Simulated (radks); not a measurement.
# Ionisation of K⁺: one atom, several choices of relativity

The task here is to estimate one member of a computed series from the others.

The numbers are computed with radks (a radial shooting solver on a logarithmic mesh, Libxc functionals) version 1 (Kohn-Sham, PBEsol, spin-unpolarised, spherical densities), except any that are marked as measured or tabulated.

### Starting point

- element: potassium (Z = 19)
- charge: +1
- electrons: 18
- configuration: [Ar]
- ion: K²⁺, [Ne] 3s2 3p5
- choices: non-relativistic; scalar-relativistic; Dirac, 2j+1 shares; Dirac, low j first; scalar-relativistic, finite nucleus; Dirac, 2j+1 shares, finite nucleus; Dirac, c × 0.85; Dirac, c × 1.25; Dirac, c × 0.75

The first run:

The run's settings:

```text
Z 19
configuration [Ar]
relativity non-relativistic
functional pbe_sol,pbe_sol
spin unpolarised
nucleus point
```

Steps of the session up to this table: non-relativistic: K⁺.

One of the session's tables, all rows but one given; the rest of the session is left out.

It belongs to the step «non-relativistic: K⁺». Sizes of the orbitals, from the radial functions (bohr):

```
level     <r>  outermost maximum (interpolated)  90 % within  nodes
   1s       ?                                 ?            ?      ?
   2s  0.3905                             0.321        0.608      1
   2p  0.3516                             0.264        0.581      0
   3s   1.274                              1.08         1.92      2
   3p   1.427                              1.16         2.22      1
```

**Question.** Estimate the row for 1s.

The run gave: <r>: 0.08163; outermost maximum (interpolated): 0.0536; 90 % within: 0.146; nodes: 0. In the column «<r>» it is the lowest.

To keep in mind: Spin polarisation and multiplet splitting of open shells are left out at every level.
